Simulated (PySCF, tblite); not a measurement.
**C5H12Si3: geometry, infrared bands and NMR shifts**

Aim: predict the infrared bands and NMR shifts of C5H12Si3 (`C=C1C=CC[Si@@H]([SiH3])[SiH2]1`).

The runs use tblite 0.8.0 and PySCF 2.14.0, with density-fitted response routines of our own; the level of theory stands in each step. All values are computed, except where a source is named. Atoms are numbered from 0 throughout.

### Step 1. Starting geometry

20 atoms, charge 0, multiplicity 1; geometry from: force field or distance geometry start.

Bonds of the start (Å): C0–C1 1.34, C1–C2 1.47, C2–C3 1.34, C3–C4 1.50, C4–Si5 1.86, Si5–Si6 2.29, Si5–Si7 2.26, Si7–C1 1.86, C0–H8 1.09, C0–H9 1.10, C2–H10 1.10, C3–H11 1.10, C4–H12 1.10, C4–H13 1.10, Si5–H14 1.50, Si6–H15 1.50, Si6–H16 1.48, Si6–H17 1.48, Si7–H18 1.49, Si7–H19 1.49.

### Step 2. Geometry optimisation with GFN2-xTB

What the job is given:

```
{"job": {"kind": "relax", "xc": "GFN2-xTB", "basis": "xTB"}, "charge": 0, "multiplicity": 1}
C     -2.634700    -1.361700     0.059200
C     -1.659500    -0.446600    -0.059700
C     -1.318100     0.394600     1.095200
C     -0.342100     1.305300     1.257000
C      0.785600     1.726200     0.369100
Si     1.269600     0.626700    -1.055200
Si     2.529600    -1.123700    -0.300300
Si    -0.727400    -0.249900    -1.656500
H     -2.927500    -2.011100    -0.762200
H     -3.208300    -1.492500     0.985900
H     -2.009000     0.281900     1.940100
H     -0.344000     1.817300     2.226800
H      1.668100     1.884100     0.999500
H      0.531800     2.717800    -0.035000
H      1.963400     1.395000    -2.136300
H      1.825000    -1.877800     0.788000
H      2.838100    -2.058500    -1.407400
H      3.815000    -0.632000     0.255000
H     -1.481000     0.677500    -2.545100
H     -0.579700    -1.562000    -2.346400
```

On the command line:

```bash
$ OMP_NUM_THREADS=1 python probes_run.py task.json out
```

This one command runs all jobs of the session in turn.

**Question.** This job is followed by: GFN2-xTB harmonic vibrations, gas phase; GIAO PBE0/pcSseg-1 NMR shielding, non-relativistic, gas phase. Predict these results of the whole session: strongest single infrared mode (GFN2-xTB); zero-point energy (GFN2-xTB); ¹³C shifts against TMS (PBE0/pcSseg-1); ¹H shifts against TMS (PBE0/pcSseg-1, means over atoms taken as alike); ²⁹Si shifts against TMS (PBE0/pcSseg-1).

The runs gave:

| quantity | value |
| --- | --- |
| strongest single infrared mode (GFN2-xTB) | 776 cm⁻¹, 536 km/mol |
| zero-point energy (GFN2-xTB) | 87.6 kcal/mol |
| ¹³C shifts against TMS (PBE0/pcSseg-1) | 142.7, 141.1, 138.7, 137.7, 12.0 ppm |
| ¹H shifts against TMS (PBE0/pcSseg-1, means over atoms taken as alike) | 6.54, 6.31, 6.20, 5.79, 4.54, 4.28, 4.13, 3.50, 1.94, 1.85 ppm |
| ²⁹Si shifts against TMS (PBE0/pcSseg-1) | -81.6, -90.3, -114.8 ppm |

What this shows: Over 161 steps the energy fell by 0.291 eV; of the close pairs, C4–Si5 changed most, 1.863 to 1.927 Å. All 54 modes are real, so the xTB geometry is a minimum. The strongest single mode, at 776 cm⁻¹, has its largest shares on H16, H15 and H17 (the list is cut at 3 atoms). GFN2-xTB is a fitted tight-binding method: band positions and strengths are rough. Its intensities can rank the bands wrongly. At PBE0/pcSseg-1: The widest tensor belongs to C1: span 248 ppm, with a paramagnetic part of -215 ppm.
